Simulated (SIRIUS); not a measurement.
MoS2:

```xyz
3
Lattice="3.2275 0.0000 0.0000 -1.6137 2.7951 0.0000 0.0000 0.0000 6.3125" Properties=species:S:1:pos:R:3 pbc="T T T"
Mo    0.0000    0.0000    3.1562
S     1.6137    0.9317    4.7008
S     0.0000    1.8634    1.6117
```

Measurements of this composition are mostly on another form, of space group No. 194.

```yaml
Program: SIRIUS 7.10.0
Task: single point
Functional: PBEsol
Potentials_or_basis: PseudoDojo 0.4.1 PBEsol standard (scalar relativistic)
Cutoff: 1102 eV
Density_cutoff: 4408 eV
k_mesh: 9 × 9 × 4
Occupations: fermi-dirac, width 0.05 eV
Spin: no spin polarisation
```

On this cell: pressure -3.4 GPa; largest force 0.027 eV/Å; band gap on the k mesh none (metal or under the smearing width).

The same run follows on a disturbed copy (atoms moved at random, drawn with an rms of 0.05 Å):

```xyz
3
Lattice="3.2275 0.0000 0.0000 -1.6137 2.7951 0.0000 0.0000 0.0000 6.3125" Properties=species:S:1:pos:R:3 pbc="T T T"
Mo    0.0102   -0.0511    3.1518
S     1.5961    0.9007    4.7232
S    -0.0311    1.9199    1.5943
```

What changes?

The energy (extrapolated to zero smearing) moves by +12.0 meV/atom; pressure -4.8 GPa; largest force 0.556 eV/Å; band gap on the k mesh none (metal or under the smearing width).

Forces in eV/Å, atoms in the order of the input:
```
Mo  -0.257  0.374  0.262
S    0.052  0.131 -0.372
S    0.205 -0.505  0.110
```

Stress tensor (GPa, compression positive):
```
-4.62 -0.42 -0.66
-0.42 -6.43  2.73
-0.66  2.73 -3.25
```

Caveats: this functional lacks dispersion, which binds the layers, so the pressure and a relaxed spacing across them are unreliable (some runs).
